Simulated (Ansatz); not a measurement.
This script for Ansatz 0.2.0, Python API starts 4 runs on AlNi, space group Cmmm. What input does the engine get in each?

Script `alni_kconv.py`:
```python
"""Convergence of AlNi with the k-point mesh."""

import ansatz as az


def main() -> None:
    lattice = az.Lattice.of(
        (1.938694, -1.95319015, 0.0),
        (1.938694, 1.95319015, 0.0),
        (0.0, 0.0, 3.09943004),
    )
    sites = [
        ("Al", (0.0, 0.0, 0.0)),
        ("Ni", (0.5, 0.5, 0.5)),
    ]
    structure = az.Crystal(lattice=lattice)
    for symbol, position in sites:
        structure = structure.atom(symbol, position)
    structure = structure.moments(Ni=1.5)

    job = structure.calculation()
    job = job.basis(500)
    job = job.occupations("cold")
    job = job.eigensolver("davidson").functional("r2scan")
    job = job.accuracy("low")
    job = job.spin(az.SpinTreatment.COLLINEAR).scf(lower_state_search="off", self_checks="high")

    rows = []
    for value in [1.0, 0.6, 0.4, 0.3]:
        rep = job.kpoints(spacing=value).run(threads=1, pin="off").report
        rows.append((value, rep["free_energy_ev"] / len(rep["lattice"]["sites"]), rep["n_iterations"], rep["magnetization_mub"], rep["n_kpoints"]))

    print("spacing (1/A)   F/atom (eV)    iterations  moment (muB)      k-points")
    for row in rows:
        print(f"{str(row[0]):>12s}  {row[1]:12.5f}  {row[2]:12d}  {row[3]:12.3f}  {row[4]:12d}")

    # the last row is the reference
    for row in rows[:-1]:
        shift = 1000 * (row[1] - rows[-1][1])
        print(f"{row[0]}: {shift:+.2f} meV/atom" + ("  (within 2 meV)" if abs(shift) < 2 else ""))


if __name__ == "__main__":
    main()
```

Run 1:
```yaml
crystal:
  lattice:
    - [1.938694, -1.95319015, 0.0]
    - [1.938694, 1.95319015, 0.0]
    - [0.0, 0.0, 3.09943004]
  atoms:
    - { symbol: Al, position: [0.0, 0.0, 0.0] }
    - { symbol: Ni, position: [0.5, 0.5, 0.5] }
accuracy: low
basis:
  ecutwfc: 500.0
kpoints:
  mp_grid:
    kspacing: 1.0
hamiltonian:
  xc: r2scan
magnetization:
  spin_polarized: true
  per_species:
    Ni: 1.5
scf:
  self_checks: high
  lower_state_search: "off"
  occupations:
    method: cold
  eigensolver:
    kind: davidson
```

Run 2, against run 1:
```diff
-    kspacing: 1.0
+    kspacing: 0.6
```

Run 3, against run 1:
```diff
-    kspacing: 1.0
+    kspacing: 0.4
```

Run 4, against run 1:
```diff
-    kspacing: 1.0
+    kspacing: 0.3
```

Running `python alni_kconv.py` prints:
```text
RunWarning: the starting moments were not kept: the SCF closed with an absolute magnetisation of 1.8e-5 μB, where they sum to 1.5 μB in size (1 site). That is at most 0.1 of that sum. Measured as dr2_m measures the in/out step, that magnetisation stands 8.0e-10 eV from none, at or under the dr2_threshold of 1.0e-7 eV: it is no larger than a step whose dr2_m would equal this threshold. The system may hold no moment; this SCF shows only that its start led to no more than that. To try another [...]
spacing (1/A)   F/atom (eV)    iterations  moment (muB)      k-points
         1.0   -3193.48060            18         0.259             8
         0.6   -3193.50138            21         0.169            21
         0.4   -3193.50796            21         0.000            52
         0.3   -3193.49793            47         0.041            84
1.0: +17.33 meV/atom
0.6: -3.45 meV/atom
0.4: -10.02 meV/atom
```
(Warnings from the package without file and line, shortened, repeats left out.)

Notes:
- The SCF didn't keep the moments it started from (some shrank, vanished or turned); what is printed is the state reached.
- The overall sign of a collinear moment is arbitrary, and semilocal functionals can give small moments to compounds that are paramagnetic.
- Within a few hundredths of an angstrom the cell has the higher group P4/mmm; the lower one is a small distortion.
- r2SCAN tends to overestimate the moments of itinerant magnets.
- The structure comes from a database of computed cells and needn't be a stable or known phase.
- Shifts are counted from the finest mesh, which is itself no proven limit.
- By the engine's processor time: 57 s on 1 thread of Intel(R) Xeon(R) Processor @ 2.30GHz, on a shared host, peak memory 0.5 GiB.
